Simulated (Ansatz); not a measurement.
# Ru2Rh: a closer look at a trial structure, part 2 of 3

Aim: for this structure of Ru2Rh, get its elastic tensor and repeat the electronic structure at other levels of theory.

Ansatz 0.2.0; DFT PBE, scalar-relativistic, plane waves, PAW. Earlier steps stand in the parts before.

**3. The same geometry with r2SCAN**

File input.yaml:

```yaml
crystal:
  lattice:
    - [2.7241359042, 2.89e-08, 0.0]
    - [-1.3620679771, 2.3591708819, 0.0]
    - [0.0, 0.0, 12.9442816]
  atoms:
    - { symbol: Ru, position: [0.3333333333, 0.6666666667, 0.58064] }
    - { symbol: Ru, position: [0.6666666667, 0.3333333333, 0.08064] }
    - { symbol: Ru, position: [0.3333333333, 0.6666666667, 0.91936] }
    - { symbol: Ru, position: [0.6666666667, 0.3333333333, 0.41936] }
    - { symbol: Rh, position: [0.3333333333, 0.6666666667, 0.25] }
    - { symbol: Rh, position: [0.6666666667, 0.3333333333, 0.75] }
basis:
  ecutwfc: 500
kpoints:
  mp_grid: { grid: [18, 18, 4] }
  band_path:
    path:
      - [[0.0, 0.0, 0.0], [0.5, 0.0, 0.0], [0.33333333, 0.33333333, 0.0], [0.0, 0.0, 0.0], [0.0, 0.0, 0.5], [0.5, 0.0, 0.5], [0.33333333, 0.33333333, 0.5], [0.0, 0.0, 0.5]]
      - [[0.5, 0.0, 0.5], [0.5, 0.0, 0.0]]
      - [[0.33333333, 0.33333333, 0.5], [0.33333333, 0.33333333, 0.0]]
    npoints: 14
hamiltonian:
  xc: r2scan
scf:
  occupations: { method: gaussian, width: 0.1 }
  n_extra_bands: 15
output:
  forces: true
  stress: true
  eigenvalues: true
  populations: true
  dos: { projected: true, de: 0.02, nscf_kmesh: { grid: [22, 22, 5] } }
  bader: true
  write_density: true
  write_potential: true
  elf: true
  volumetric_format: npy
```

On the command line:

```sh
$ ansatz run input.yaml --threads 4 --pin off --max-ram 8192MiB --backend cpu --events-out ev --progress --plain --runs-dir out
```

The log of the run:

```text
Warning: RAYON_NUM_THREADS=4 ignored (pool sized by the plan → 4); use --threads N
scf.n_extra_bands = 15 over 49 filled bands (N_el = 98.0): the run solves 64 bands
Engine: ansatz 0.2.0, x86_64-unknown-linux-gnu
Pseudopotentials: kind: paw
Pseudopotential: Ru, paw, valence charge 16, recommended cutoff 500 eV (meta_gga), Ru.paw.azcp
Pseudopotential: Rh, paw, valence charge 17, recommended cutoff 500 eV (meta_gga), Rh.paw.azcp
Functional definition: r2SCAN
  parameter k0 = 0.174
  parameter k1 = 0.065
  parameter a1 = 4.9479
  exchange = r2scan_x(k0 = k0, k1 = k1, a1 = a1)
  correlation = r2scan_c
Crystal: 6 atoms, lattice volume = 83.189 Å³
Basis set: ecut = 500 eV, 2027 PW (Γ), exchange–correlation on 80×80×384 points (64 copies of the dense FFT grid, shifted against one another)
Bands: 64, of which v1, the nominal top of the filled ones, is band 49 counted from 1 (48 counted from 0)
Symmetry: 24 space group operations
Space group: P63/mmc (ITA 194), of the structure as read, at distance tolerance 4.4e-5 Å
k-points: 111 of 1296
Non-local potential: Ru, projectors of the file, l = 0: 3, l = 1: 2, l = 2: 2, l = 3: 1
Non-local potential: Rh, projectors of the file, l = 0: 3, l = 1: 2, l = 2: 2, l = 3: 1
PAW form: soft (Blöchl's): semilocal exchange-correlation on the pseudo side does not see the compensation charge
PAW frozen core: Ru, regenerated for the run's functional (the file was generated under x = pbe(κ = 0.804, μ = 0.2195149727645171), c = pbe(β = 0.06672455060314922))
PAW frozen core: Rh, regenerated for the run's functional (the file was generated under x = pbe(κ = 0.804, μ = 0.2195149727645171), c = pbe(β = 0.06672455060314922))
PAW one-centre angular grid: Ru, 590 points (default); XC on 160 Gauss nodes
PAW one-centre angular grid: Rh, 590 points (default); XC on 160 Gauss nodes
Initial density: superposition of atomic densities (neutral atoms: chi_scale 0, normalization atom), corrected by the library's trained network
Initial wavefunctions: pseudopotential atomic-orbital guess
Functional: x = r2scan, c = r2scan; τ floored in thin density (d = 2e-4 eV/Å³)
SCF iter   1: F=—  HF=-36393.276292 eV  |F-HF|=—  |Δ(HF+E_count)|=         —  Δρ=1.57e-2  dr2=3.27e-1  dr2_τ=5.83e-2  ethr=1.77e-3  ⟨swp⟩=5.7  Hψ=24224  notcnv=0  defer=125
preconditioner: auto → Kerker (q_TF=auto, 2.804 Å⁻¹)  [metal: Δε(μ)=0.006 eV  Ē_g=8.355 eV  σ=0.100 eV  W_gap=0.03  n_scr=28 (ndim 8)  ℏωp=28.8 eV  f_vac=0.000  D(μ)=5.68/eV (n_scr^D=68)]
SCF iter   2: F=—  HF=-36393.334442 eV  |F-HF|=—  |Δ(HF+E_count)|=   5.81e-2  Δρ=1.21e-2  dr2=1.96e-1  dr2_τ=2.55e-2  ethr=3.33e-4  ⟨swp⟩=2.0  Hψ=8759  notcnv=0  defer=722
SCF iter   3: F=—  HF=-36393.329559 eV  |F-HF|=—  |Δ(HF+E_count)|=   4.88e-3  Δρ=5.44e-3  dr2=1.04e-2  dr2_τ=6.28e-4  ethr=2.00e-4  ⟨swp⟩=1.0  Hψ=6391  notcnv=0  defer=722
SCF iter   4: F=—  HF=-36393.335240 eV  |F-HF|=—  |Δ(HF+E_count)|=   5.68e-3  Δρ=1.16e-3  dr2=4.00e-4  dr2_τ=6.53e-5  ethr=1.07e-5  ⟨swp⟩=2.0  Hψ=11446  notcnv=0  defer=722
SCF iter   5: F=—  HF=-36393.335826 eV  |F-HF|=—  |Δ(HF+E_count)|=   5.86e-4  Δρ=4.09e-4  dr2=3.08e-4  dr2_τ=1.29e-5  ethr=4.08e-7  ⟨swp⟩=2.0  Hψ=11854  notcnv=0  defer=722
SCF iter   6: F=—  HF=-36393.335849 eV  |F-HF|=—  |Δ(HF+E_count)|=   2.34e-5  Δρ=6.37e-5  dr2=1.89e-6  dr2_τ=2.06e-7  ethr=3.14e-7  ⟨swp⟩=1.1  Hψ=6406  notcnv=0  defer=722
SCF iter   7: F=—  HF=-36393.335848 eV  |F-HF|=—  |Δ(HF+E_count)|=   1.61e-6  Δρ=1.69e-5  dr2=4.97e-7  dr2_τ=3.65e-8  ethr=1.93e-9  ⟨swp⟩=2.0  Hψ=10770  notcnv=0  defer=721
SCF iter   8: F=-36393.335848 eV  HF=-36393.335848 eV  |F-HF|=6.26e-8  |Δ(HF+E_count)|=   4.40e-8  Δρ=6.88e-6  dr2=9.60e-8  dr2_τ=2.84e-9  ethr=1.02e-10  ⟨swp⟩=12.7  Hψ=49519  notcnv=0
SCF 1 converged in 8 iterations: F = -36393.335848 eV  dr2 = 9.60e-8
NSCF: frozen V_eff on 129 k-points
NSCF: frozen V_eff on 156 k-points
SCF converged after 8 iterations
Free energy (F): -36393.335848 eV
Harris-Foulkes:  -36393.335848 eV  (|F-HF|=6.26e-8)
Internal energy: -36393.304711 eV  (E = F + TS)
E sigma→0 (E₀):  -36393.320279 eV
Entropy (-TS):   -0.031137 eV (-5.189 meV/atom)
Fermi energy:    22.650158 eV
--- Per-component energies (eV) ---
  E_band       = -522.175930
  E_kinetic    = 3198.735563
  E_local      = -8279.951346  (includes V_loc(G=0)·N_el)
  E_nonlocal   = 2081.235275
  E_hartree    = 2758.084195
  E_xc         = -1169.104162
  E_vxc        = -1693.815842  (∫ρ·V_xc dr)
  E_paw        = -21123.380146  (= ΣΔE_a)
  E_vpaw       = -1462.129847  (= ΣTr[D̂ρ^β])
  E_aug_tail   = 0.001718  (compensation charges beyond the density's cutoff)
  E_vtau       = 117.582390  (kinetic-family band-sum trace: ∫τ·v_τ [+ j·A + Jᵃ·Aᵃ] dr)
  E_ewald      = -13856.942066
  E_core_change = -1.983741  (= ΣΔE_core)
  E_smearing   = -0.031137  (= −TS)
  E_closure    = 0.000000  (closes the sum)
  Σ components = -36393.335848   (vs F -36393.335848, Δ=0.00e0)
--- Forces (eV/Å), atoms counted from 1 ---
  atom   1  Ru     0.00000000     0.00000000    -0.07181547
  atom   2  Ru    -0.00000000    -0.00000000    -0.07181547
  atom   3  Ru     0.00000000     0.00000000     0.07181547
  atom   4  Ru    -0.00000000    -0.00000000     0.07181547
  atom   5  Rh     0.00000000     0.00000000     0.00000000
  atom   6  Rh    -0.00000000    -0.00000000     0.00000000
  max |Σ_I F_I| component: 1.39e-17 eV/Å
--- Stress (GPa, compression-positive) ---
       -6.280533      -0.000000       0.000000
       -0.000000      -6.280533       0.000000
        0.000000       0.000000      -6.880292
  P = ⅓ Tr σ = -6.4805 GPa (-64.805 kbar)
--- Band table (eV; the first three rows and the last of 111) ---
  k-point 0: bands = ["-58.5407", "-58.5407", "-52.7467", "-52.7460", "-52.6146", "-52.6140", "-25.7153", "-25.7118", "-25.3002", "-25.3002", "-25.3002", "-25.3002", "-22.2601", "-22.2279", "-21.5818", "-21.5521", "-21.5129", "-21.5129", "-21.5123", "-21.5123", "-21.4019", "-21.4019", "-21.4013", "-21.4013", "14.3512", "15.4344", "15.5244", "16.2108", "16.4221", "16.5546", "19.1938", "19.3979", "19.3979", "19.5404", "19.5404", "19.6347", "19.6347", "19.7857", "19.8349", "19.8897", "19.8897", "19.9780", "19.9780", "20.3898", "20.3898", "20.8262", "20.8262", "20.8740", "21.0794", "21.7698", "21.7698", "22.1623", "22.1623", "22.9755", "22.9755", "23.5449", "23.5449", "23.5754", "23.5754", "23.8119", "32.6008", "36.1057", "37.1874", "37.4236"]
  k-point 1: bands = ["-58.5407", "-58.5407", "-52.7466", "-52.7461", "-52.6145", "-52.6141", "-25.7148", "-25.7123", "-25.3002", "-25.3002", "-25.3002", "-25.3002", "-22.2556", "-22.2328", "-21.5773", "-21.5563", "-21.5129", "-21.5129", "-21.5124", "-21.5124", "-21.4018", "-21.4018", "-21.4014", "-21.4014", "14.4301", "15.0227", "15.9487", "16.2392", "16.3718", "16.5220", "19.2376", "19.4230", "19.4230", "19.5722", "19.5722", "19.5843", "19.5843", "19.7249", "19.7866", "19.7866", "19.8396", "20.0920", "20.0920", "20.2830", "20.3488", "20.3488", "20.9358", "20.9358", "21.5365", "21.5365", "21.8907", "22.3824", "22.3824", "22.8940", "22.8940", "23.5279", "23.5530", "23.5530", "23.5759", "23.5759", "32.9655", "35.1891", "37.2623", "37.6532"]
  k-point 2: bands = ["-58.5407", "-58.5407", "-52.7463", "-52.7463", "-52.6143", "-52.6143", "-25.7135", "-25.7135", "-25.3002", "-25.3002", "-25.3002", "-25.3002", "-22.2444", "-22.2444", "-21.5666", "-21.5666", "-21.5126", "-21.5126", "-21.5126", "-21.5126", "-21.4016", "-21.4016", "-21.4016", "-21.4016", "14.6606", "14.6606", "16.2635", "16.2635", "16.3621", "16.3621", "19.4278", "19.4278", "19.4927", "19.4927", "19.4927", "19.4927", "19.6614", "19.6614", "19.6614", "19.6614", "19.9798", "19.9798", "20.2384", "20.2384", "20.2384", "20.2384", "21.2037", "21.2037", "21.2037", "21.2037", "22.6774", "22.6774", "22.6774", "22.6774", "22.8063", "22.8063", "23.5685", "23.5685", "23.5685", "23.5685", "33.9232", "33.9232", "37.4624", "37.4624"]
  k-point 110: bands = ["-58.4624", "-58.4624", "-52.5609", "-52.5609", "-52.5609", "-52.5609", "-25.6731", "-25.6731", "-25.6638", "-25.6638", "-25.6173", "-25.6173", "-22.1182", "-22.1182", "-22.1073", "-22.1073", "-22.0873", "-22.0873", "-21.8557", "-21.8557", "-21.6609", "-21.6609", "-21.6507", "-21.6507", "17.0632", "17.0632", "17.6918", "17.6918", "17.9445", "17.9445", "17.9622", "17.9622", "18.2940", "18.2940", "18.6549", "18.6549", "19.4530", "19.4530", "19.5121", "19.5121", "19.6700", "19.6700", "20.9362", "20.9362", "21.2991", "21.2991", "22.9131", "22.9131", "23.0437", "23.0437", "23.4683", "23.4683", "23.6276", "23.6276", "29.8463", "29.8463", "30.0133", "30.0133", "30.1309", "30.1309", "30.9468", "30.9468", "33.1452", "33.1452"]
--- Löwdin populations: 6 sites ---
  site symbol       q [e]
     0     Ru     15.9030
     1     Ru     15.9030
     2     Ru     15.9030
     3     Ru     15.9030
     4     Rh     16.9088
     5     Rh     16.9088
  spilling = 0.005820 (of n_electrons = 98.000000)
--- Bader charges: 6 sites ---
  site symbol  charge [e]  shift [e]
     0     Ru      0.0656     0.0000
     1     Ru      0.0656     0.0000
     2     Ru      0.0656     0.0000
     3     Ru      0.0656     0.0000
     4     Rh     -0.1311     0.0000
     5     Rh     -0.1311     0.0000
  estimated error of the sums over rays = 2.3e-4 e
```

It took 18 s on 4 threads of AMD EPYC 9R45 (Zen 5), shared host; peak memory 1.2 GiB.

Site by site:

```csv
atom,Löwdin electrons,Bader charge (e),Bader volume (Å³)
Ru1,15.90,+0.07,13.7
Ru2,15.90,+0.07,13.7
Ru3,15.90,+0.07,13.7
Ru4,15.90,+0.07,13.7
Rh5,16.91,-0.13,14.2
Rh6,16.91,-0.13,14.2
```

The Löwdin counts miss 0.57 of the 98 electrons, which the atomic orbitals do not span, so they are no charges.

bands.tsv at the labelled points (eV, zero at the Fermi level; the bands nearest the Fermi level):

```
point  band 44  band 45  band 46  band 47  band 48  band 49  band 50  band 51
    Γ    -2.26    -2.26    -1.82    -1.82    -1.78    -1.57    -0.88    -0.88
    M    -0.65     0.12     0.47     0.61     1.17     1.24     1.40     1.42
    K    -1.45    -1.43    -1.10    -0.44     0.26     0.26     0.81     0.81
    Γ    -2.26    -2.26    -1.82    -1.82    -1.78    -1.57    -0.88    -0.88
    A    -2.41    -2.41    -2.41    -1.45    -1.45    -1.45    -1.45     0.03
    L    -0.46     0.10     0.10     0.44     0.44     1.01     1.01     1.42
    H    -1.71    -1.35    -1.35     0.26     0.26     0.39     0.39     0.82
    A    -2.41    -2.41    -2.41    -1.45    -1.45    -1.45    -1.45     0.03
    L    -0.46     0.10     0.10     0.44     0.44     1.01     1.01     1.42
    M    -0.65     0.12     0.47     0.61     1.17     1.24     1.40     1.42
    H    -1.71    -1.35    -1.35     0.26     0.26     0.39     0.39     0.82
    K    -1.45    -1.43    -1.10    -0.44     0.26     0.26     0.81     0.81
```

Counts of states by energy window (eV from the Fermi level), total and by projection:

```
from  to  total  Ru 5s  Ru 4d  Rh 4d
  -8  -7   0.35   0.22   0.00   0.00
  -7  -6   2.85   0.61   1.33   0.56
  -6  -5   8.53   0.77   4.80   2.49
  -5  -4   7.93   0.33   4.52   2.79
  -4  -3   7.87   0.25   4.35   3.01
  -3  -2   9.44   0.25   5.70   3.17
  -2  -1   7.84   0.27   4.64   2.59
  -1   0   5.17   0.14   3.15   1.64
   0   1   7.43   0.17   4.85   2.24
   1   2   6.15   0.27   4.75   0.92
   2   3   1.51   0.37   0.58   0.14
   3   4   1.48   0.41   0.38   0.10
   4   5   1.31   0.36   0.22   0.07
   5   6   1.24   0.31   0.13   0.04
```

Below -8 eV lie 48 or so more states.

Density in a lattice plane of the grid's cell (edges 2.72 and 12.94 Å, at 0.333 of the third edge), which holds Ru and Rh.

Ten even steps from '0' (0.26 e/Å³) to '9' (13.98 e/Å³):
```
000000
010000
000000
000121
000595
000121
000000
010000
000000
000000
000353
000464
000000
000000
010000
000000
000000
000464
000353
000000
```
Columns run along the first of these edges and rows up along the second, over one cell in 6 and 20 even steps from the bottom left corner. Atoms in the plane (fractional): Ru at (0.67, 0.08), Ru at (0.67, 0.42), Rh at (0.67, 0.75).

ELF in the same plane.

Values, 12 rows by 6 columns:
```
0.35 0.49 0.37 0.23 0.29 0.24
0.26 0.22 0.26 0.24 0.22 0.24
0.34 0.25 0.35 0.73 0.77 0.72
0.26 0.22 0.26 0.25 0.23 0.25
0.35 0.50 0.37 0.23 0.29 0.24
0.30 0.26 0.29 0.27 0.26 0.27
0.35 0.29 0.37 0.66 0.25 0.63
0.26 0.24 0.26 0.23 0.22 0.23
0.33 0.47 0.35 0.22 0.26 0.22
0.26 0.24 0.26 0.23 0.21 0.23
0.35 0.29 0.37 0.66 0.29 0.64
0.31 0.26 0.30 0.26 0.23 0.26
```
Columns run along the first of these edges and rows up along the second, over one cell in 6 and 12 even steps from the bottom left corner. Atoms in the plane (fractional): Ru at (0.67, 0.08), Ru at (0.67, 0.42), Rh at (0.67, 0.75).

Both are smooth fields of the valence electrons: close to the nuclei they are not physical.

**4. Level of theory: LDA**

input.yaml, as its differences from that of step 3:

```diff
@@ -13,3 +13,3 @@
 basis:
-  ecutwfc: 500
+  ecutwfc: 420
 kpoints:
@@ -23,3 +23,3 @@
 hamiltonian:
-  xc: r2scan
+  xc: lda
 scf:
```

On the command line:

```sh
$ ansatz run input.yaml --threads 4 --pin off --max-ram 8192MiB --backend cpu --events-out ev --progress --plain --runs-dir out
```

The log of the run, cut to the lines that bear on the results:

```text
Warning: RAYON_NUM_THREADS=4 ignored (pool sized by the plan → 4); use --threads N
scf.n_extra_bands = 15 over 49 filled bands (N_el = 98.0): the run solves 64 bands
[...]
[... 3 set-up lines as earlier in the session ...]
Functional definition: SPW92
[...]
Crystal: 6 atoms, lattice volume = 83.189 Å³
[...]
  site symbol       q [e]
     0     Ru     15.9036
     1     Ru     15.9036
     2     Ru     15.9036
     3     Ru     15.9036
     4     Rh     16.8953
     5     Rh     16.8953
  spilling = 0.006072 (of n_electrons = 98.000000)
--- Bader charges: 6 sites ---
  site symbol  charge [e]  shift [e]
     0     Ru      0.0621     0.0000
     1     Ru      0.0621     0.0000
     2     Ru      0.0621     0.0000
     3     Ru      0.0621     0.0000
     4     Rh     -0.1242     0.0000
     5     Rh     -0.1242     0.0000
  estimated error of the sums over rays = 5.9e-4 e
```

Wall time 12 s (4 threads of AMD EPYC 9R45 (Zen 5), shared host); peak memory 0.92 GiB.

Site by site:

```
atom  Löwdin electrons  Bader charge (e)  Bader volume (Å³)
 Ru1             15.90             +0.06               13.7
 Ru2             15.90             +0.06               13.7
 Ru3             15.90             +0.06               13.7
 Ru4             15.90             +0.06               13.7
 Rh5             16.90             -0.12               14.2
 Rh6             16.90             -0.12               14.2
```

The Löwdin counts miss 0.60 of the 98 electrons, which the atomic orbitals do not span, so they are no charges.

From bands.tsv, the levels nearest the Fermi level at the path's corners, in eV from the Fermi level:

```tsv
point	band 44	band 45	band 46	band 47	band 48	band 49	band 50	band 51
Γ	-2.18	-2.18	-1.80	-1.75	-1.75	-1.54	-0.83	-0.83
M	-0.61	0.12	0.47	0.60	1.13	1.20	1.36	1.38
K	-1.40	-1.37	-1.04	-0.43	0.24	0.24	0.79	0.79
Γ	-2.18	-2.18	-1.80	-1.75	-1.75	-1.54	-0.83	-0.83
A	-2.32	-2.32	-2.32	-1.38	-1.38	-1.38	-1.38	0.04
L	-0.47	0.09	0.09	0.44	0.44	0.99	0.99	1.39
H	-1.65	-1.29	-1.29	0.24	0.24	0.39	0.39	0.80
A	-2.32	-2.32	-2.32	-1.38	-1.38	-1.38	-1.38	0.04
L	-0.47	0.09	0.09	0.44	0.44	0.99	0.99	1.39
M	-0.61	0.12	0.47	0.60	1.13	1.20	1.36	1.38
H	-1.65	-1.29	-1.29	0.24	0.24	0.39	0.39	0.80
K	-1.40	-1.37	-1.04	-0.43	0.24	0.24	0.79	0.79
```

States per cell in windows of 1 eV, from dos.tsv and pdos.tsv (zero at the Fermi level):

| from | to | total | Ru 5s | Ru 4d | Rh 4d |
| --- | --- | --- | --- | --- | --- |
| -8 | -7 | 0.29 | 0.18 | 0.00 | 0.00 |
| -7 | -6 | 1.49 | 0.47 | 0.51 | 0.22 |
| -6 | -5 | 8.78 | 0.92 | 4.83 | 2.48 |
| -5 | -4 | 7.80 | 0.38 | 4.45 | 2.68 |
| -4 | -3 | 8.05 | 0.25 | 4.45 | 3.07 |
| -3 | -2 | 9.94 | 0.27 | 6.00 | 3.34 |
| -2 | -1 | 8.29 | 0.29 | 4.95 | 2.70 |
| -1 | 0 | 5.38 | 0.15 | 3.27 | 1.72 |
| 0 | 1 | 7.79 | 0.18 | 5.09 | 2.34 |
| 1 | 2 | 5.94 | 0.29 | 4.54 | 0.87 |
| 2 | 3 | 1.59 | 0.39 | 0.60 | 0.15 |
| 3 | 4 | 1.54 | 0.42 | 0.38 | 0.11 |
| 4 | 5 | 1.34 | 0.36 | 0.21 | 0.07 |
| 5 | 6 | 1.34 | 0.34 | 0.13 | 0.04 |

A further 48 or so states lie below the table's range.

Density in a lattice plane of the grid's cell (edges 2.72 and 12.94 Å, at 0.333 of the third edge), which holds Ru and Rh.

Ten even steps from ' ' (0.27 e/Å³) to '@' (14.11 e/Å³):
```
            
  ..        
            
      ..::..
      ++@@++
      ..::..
            
  ..        
            
            
      --++--
      ==**==
            
            
  ..        
            
            
      ==**--
      --++--
            
```
Columns run along the first of these edges and rows up along the second, over one cell in 6 and 20 even steps from the bottom left corner. Atoms in the plane (fractional): Ru at (0.67, 0.08), Ru at (0.67, 0.42), Rh at (0.67, 0.75).

ELF in the same plane.

Ten even steps from ' ' (0.20) to '@' (0.78):
```
..::........
::==::  ..  
      ......
  ..  ==**==
::..::@@@@@@
  ..  ==**==
      ......
::==::  ..  
..::........
............
......######
::..::%%==##
  ..  ..::..
      ......
::==::      
      ......
  ..  ..::..
::..::%%==##
......######
........  ..
```
Columns run along the first of these edges and rows up along the second, over one cell in 6 and 20 even steps from the bottom left corner. Atoms in the plane (fractional): Ru at (0.67, 0.08), Ru at (0.67, 0.42), Rh at (0.67, 0.75).

Both are smooth fields of the valence electrons: close to the nuclei they are not physical.

(Part 2 of 3 ends here.)
